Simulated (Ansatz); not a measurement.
# F2H4O2Si2: the cost of one run

Computed with Ansatz 0.2.0, Gaussian basis. Level: functionals in def2-TZVPP, the program's frozen cores in correlated methods.

Levels to be run: PBE-D4, r2SCAN-D4, PBE0-D4, B3LYP-D4, ωB97X-V, ωB97M-V, B2PLYP; CCSD(T)/def2-TZVPP; MP2/def2-QZVPP; extrapolation to the limit.

1 further run of the same task is left out (it didn't finish).

**1. Structure used throughout**

An earlier PBE0-D4 in a triple-zeta def2 set relaxation fixed the geometry.

10 atoms, charge 0, spin multiplicity 1.

Atoms are counted from 1 here; the program's logs count them from 0.

Bond lengths: O1–Si2 1.646 Å, O1–H7 0.958 Å, Si2–O3 1.636 Å, Si2–Si4 2.350 Å, Si2–H8 1.493 Å, O3–H9 0.959 Å, Si4–F5 1.598 Å, Si4–F6 1.595 Å, Si4–H10 1.482 Å. Angles: Si2–O1–H7 118.0°, O1–Si2–O3 109.7°, O1–Si2–Si4 110.5°, O1–Si2–H8 108.2°, O3–Si2–Si4 103.8°, O3–Si2–H8 112.2°, Si4–Si2–H8 112.4°, Si2–O3–H9 119.0°, Si2–Si4–F5 108.1°, Si2–Si4–F6 110.3°, Si2–Si4–H10 116.8°, F5–Si4–F6 106.6°, F5–Si4–H10 107.3°, F6–Si4–H10 107.4°.

**2. PBE-D4 (GGA)**

in.yaml

```yaml
crystal:
  periodic: [false, false, false]
  atoms:
    - {symbol: O, position_ang: [-1.431683, 1.013868, 0.839480]}
    - {symbol: Si, position_ang: [-0.319315, -0.184580, 0.650276]}
    - {symbol: O, position_ang: [-1.076766, -1.585755, 0.275246]}
    - {symbol: Si, position_ang: [1.036650, 0.237533, -1.222290]}
    - {symbol: F, position_ang: [1.716383, 1.670470, -1.029933]}
    - {symbol: F, position_ang: [2.224898, -0.823514, -1.294101]}
    - {symbol: H, position_ang: [-1.273754, 1.670687, 1.518851]}
    - {symbol: H, position_ang: [0.470172, -0.290341, 1.913005]}
    - {symbol: H, position_ang: [-1.712803, -1.950165, 0.893458]}
    - {symbol: H, position_ang: [0.366227, 0.241797, -2.543992]}
basis:
  gaussian: {orbitals: def2-TZVPP}
hamiltonian: {xc: pbe, dispersion: d4}
output: {forces: true, orbitals: {seedname: orbitals}}
```

Command:

```bash
$ ansatz run in.yaml --threads 2 --pin off --events-out ev --progress --plain --max-ram 32768MiB --backend cpu
```

**Question.** How long does this run take on 2 threads of AMD EPYC 7R13, shared host, and how much memory does it need?

About 3.4 s, with a peak of 0.39 GiB.
